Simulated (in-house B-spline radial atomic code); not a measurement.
**Ge⁸⁺: a test of the damping (share of the old matrix)**

Aim: see how the result and the number of iterations for Ge⁸⁺ depend on the damping (share of the old matrix).

Program: in-house B-spline radial atomic code version 1. Level of theory: Dirac-Coulomb BLYP, spherical fractional occupations, Fermi nucleus, basis-set limit. These are calculated values, not measurements, unless marked.

### 1 Starting point

- element: germanium (Z = 32)
- charge: +8
- electrons: 24
- configuration: [Ar] 3d6
- Hamiltonian: Dirac-Coulomb
- nucleus: Fermi, rms radius 4.074 fm

The outer shells:

[Ar] 3d6
```
[Ar] core
3d [↑↓][↑ ][↑ ][↑ ][↑ ]
```

The boxes only draw the filling; these runs are spin-restricted and spherical.

A run counts as converged when the orbital gradient is under the tolerance times 32 hartree (or under the basis's noise floor) and the energy moved by less than 1e-8 hartree times the root of its size. Energy differences under 6e-06 hartree are noise.

Settings, as recorded:

```ini
Z = 32
electrons = 24.0
configuration = [Ar] 3d6
hamiltonian = dirac
method = b88,lyp
spin_polarised = False
nucleus = fermi
rms_radius = 4.0742
mass_number = 74
atomic_mass = 73.92117776
speed_of_light = 137.035999084
knot_spacing = 0.22
spline_order = 8
gauss_points = 12
box_radius = 6.9
max_iterations = 70
damping = 0.5
damped_steps = 3
diis_vectors = 10
tolerance = 1e-08
start = Thomas-Fermi
```

This reference run was done before. Its total energy is -2075.763645 hartree, and its levels are (the highest eight at most):

```
orbital  occupation  energy (eV)  <r> (bohr)
  2s1/2           2     -1558.05      0.2097
  2p1/2           2     -1406.72      0.1811
  2p3/2           4     -1374.82      0.1847
  3s1/2           2      -337.75      0.5987
  3p1/2           2      -287.17      0.6023
  3p3/2           4      -282.32      0.6107
  3d3/2         2.4      -196.41      0.6069
  3d5/2         3.6      -195.62      0.6096
```

### 2 Damping (share of the old matrix) 0

The settings differ from step 1 so:

```diff
@@ -16,3 +16,3 @@
 max_iterations = 70
-damping = 0.5
+damping = 0
 damped_steps = 3
```

Started as:

```
$ python run_scf.py task.json out
```

One command runs all members of the session, one after another, from task.json.

The program writes no log. Results of the run, from its result record (rounded, main fields):

```text
status: converged
scf [iteration, energy, orbital gradient]:
  - [1, -2050.66196367, 1.28]
  - [2, -2068.59024631, 0.764]
  - [3, -2072.60011836, 0.443]
  - [4, -2074.5942475, 0.297]
  - [5, -2075.26739202, 0.183]
  - [6, -2075.76338374, 0.00469]
  - [7, -2075.76364224, 0.000492]
  - [8, -2075.76364494, 1.05e-05]
  - [9, -2075.76364494, 1.84e-07]
energy [hartree]: {"total": -2075.76364494, "kinetic": 2120.65472143, "nuclear": -4850.16598206, "coulomb": 727.93527527, "xc": -74.1876595823}
orbitals [hartree, bohr; first row names the columns]:
  - ["name", "occ", "eps", "<r>"]
  - ["1s1/2", 2.0, -409.56413, 0.047001]
  - ["2s1/2", 2.0, -57.257285, 0.20966]
  - ["2p1/2", 2.0, -51.696012, 0.18111]
  - ["2p3/2", 4.0, -50.523724, 0.1847]
  - ["3s1/2", 2.0, -12.411918, 0.59872]
  - ["3p1/2", 2.0, -10.553341, 0.60227]
  - ["3p3/2", 4.0, -10.375014, 0.61073]
  - ["3d3/2", 2.4, -7.2178154, 0.60689]
  - ["3d5/2", 3.6, -7.1888326, 0.60957]
sum_r [bohr^k]: {"-1": 151.5681, "1": 10.11023, "2": 6.438185}
energy_minus_base [hartree]: 4.09272616e-11
```

It took 0.55 s on 1 thread, shared host.

energy_minus_base is the energy less that of the reference run.

### 3 Damping (share of the old matrix) 0.2

The settings differ from step 2 so:

```diff
@@ -16,3 +16,3 @@
 max_iterations = 70
-damping = 0
+damping = 0.2
 damped_steps = 3
```

Main fields:

```text
status: converged
scf [iteration, energy, orbital gradient]:
  - [1, -2050.66196367, 1.28]
  - [2, -2068.59024631, 0.764]
  - [3, -2075.30887947, 0.173]
  - [4, -2075.71961413, 0.0561]
  - [5, -2075.74559902, 0.0357]
  - [6, -2075.76364452, 0.000211]
  - [7, -2075.76364494, 1.7e-05]
  - [8, -2075.76364494, 2.02e-07]
energy [hartree]: {"total": -2075.76364494, "kinetic": 2120.65468187, "nuclear": -4850.16591377, "coulomb": 727.935244575, "xc": -74.187657613}
orbitals [hartree, bohr; first row names the columns]:
  - ["name", "occ", "eps", "<r>"]
  - ["1s1/2", 2.0, -409.56413, 0.047001]
  - ["2s1/2", 2.0, -57.257287, 0.20966]
  - ["2p1/2", 2.0, -51.696014, 0.18111]
  - ["2p3/2", 4.0, -50.523726, 0.1847]
  - ["3s1/2", 2.0, -12.411919, 0.59872]
  - ["3p1/2", 2.0, -10.553342, 0.60227]
  - ["3p3/2", 4.0, -10.375015, 0.61073]
  - ["3d3/2", 2.4, -7.2178162, 0.60689]
  - ["3d5/2", 3.6, -7.1888335, 0.60957]
sum_r [bohr^k]: {"-1": 151.5681, "1": 10.11023, "2": 6.438186}
energy_minus_base [hartree]: 4.13820089e-11
```

Run time: 0.51 s. Hardware: 1 thread, shared host.

### 4 Damping (share of the old matrix) 0.8

The settings differ from step 3 so:

```diff
@@ -16,3 +16,3 @@
 max_iterations = 70
-damping = 0.2
+damping = 0.8
 damped_steps = 3
```

Main fields:

```text
status: converged
scf [iteration, energy, orbital gradient]:
  - [1, -2050.66196367, 1.28]
  - [2, -2068.59024631, 0.764]
  - [3, -2071.9036951, 0.558]
  - [4, -2073.75658655, 0.398]
  - [5, -2074.90280939, 0.24]
  - [6, -2075.76337228, 0.00517]
  - [7, -2075.76364079, 0.000605]
  - [8, -2075.76364493, 2.98e-05]
  - [9, -2075.76364494, 1.78e-07]
energy [hartree]: {"total": -2075.76364494, "kinetic": 2120.65472048, "nuclear": -4850.16597928, "coulomb": 727.935273337, "xc": -74.1876594813}
orbitals [hartree, bohr; first row names the columns]:
  - ["name", "occ", "eps", "<r>"]
  - ["1s1/2", 2.0, -409.56413, 0.047001]
  - ["2s1/2", 2.0, -57.257285, 0.20966]
  - ["2p1/2", 2.0, -51.696012, 0.18111]
  - ["2p3/2", 4.0, -50.523724, 0.1847]
  - ["3s1/2", 2.0, -12.411918, 0.59872]
  - ["3p1/2", 2.0, -10.553341, 0.60227]
  - ["3p3/2", 4.0, -10.375015, 0.61073]
  - ["3d3/2", 2.4, -7.2178155, 0.60689]
  - ["3d5/2", 3.6, -7.1888327, 0.60957]
sum_r [bohr^k]: {"-1": 151.5681, "1": 10.11023, "2": 6.438185}
energy_minus_base [hartree]: 4.09272616e-11
```

Wall time 0.56 s (1 thread, shared host).

### 5 Damping (share of the old matrix) 0.95

The settings differ from step 4 so:

```diff
@@ -16,3 +16,3 @@
 max_iterations = 70
-damping = 0.8
+damping = 0.95
 damped_steps = 3
```

Main fields:

```text
status: converged
scf [iteration, energy, orbital gradient]:
  - [1, -2050.66196367, 1.28]
  - [2, -2068.59024631, 0.764]
  - [3, -2069.48553496, 0.714]
  - [4, -2070.27837672, 0.667]
  - [5, -2073.3555406, 0.39]
  - [6, -2075.75850904, 0.0211]
  - [7, -2075.76359552, 0.00212]
  - [8, -2075.76364491, 5.4e-05]
  - [9, -2075.76364494, 6.96e-07]
  - [10, -2075.76364494, 1.95e-08]
energy [hartree]: {"total": -2075.76364494, "kinetic": 2120.65470078, "nuclear": -4850.16594757, "coulomb": 727.935260453, "xc": -74.1876586074}
orbitals [hartree, bohr; first row names the columns]:
  - ["name", "occ", "eps", "<r>"]
  - ["1s1/2", 2.0, -409.56413, 0.047001]
  - ["2s1/2", 2.0, -57.257286, 0.20966]
  - ["2p1/2", 2.0, -51.696013, 0.18111]
  - ["2p3/2", 4.0, -50.523725, 0.1847]
  - ["3s1/2", 2.0, -12.411919, 0.59872]
  - ["3p1/2", 2.0, -10.553342, 0.60227]
  - ["3p3/2", 4.0, -10.375015, 0.61073]
  - ["3d3/2", 2.4, -7.2178158, 0.60689]
  - ["3d5/2", 3.6, -7.188833, 0.60957]
sum_r [bohr^k]: {"-1": 151.5681, "1": 10.11023, "2": 6.438186}
energy_minus_base [hartree]: 4.09272616e-11
```

Run time: 0.6 s. Hardware: 1 thread, shared host.

### 6 Results

| run | outcome | iterations | energy less the reference (hartree) |
| --- | --- | --- | --- |
| reference | converged | 9 | 0 |
| damping (share of the old matrix) 0 | converged | 9 | below noise |
| damping (share of the old matrix) 0.2 | converged | 8 | below noise |
| damping (share of the old matrix) 0.8 | converged | 9 | below noise |
| damping (share of the old matrix) 0.95 | converged | 10 | below noise |

Of 4 changed inputs, 4 gave the reference energy within 1e-05 hartree. Among the runs that reach the reference energy the iterations number 8 to 10, against 9: this setting changes the number of steps, not the answer. No value tried here spoils the result.
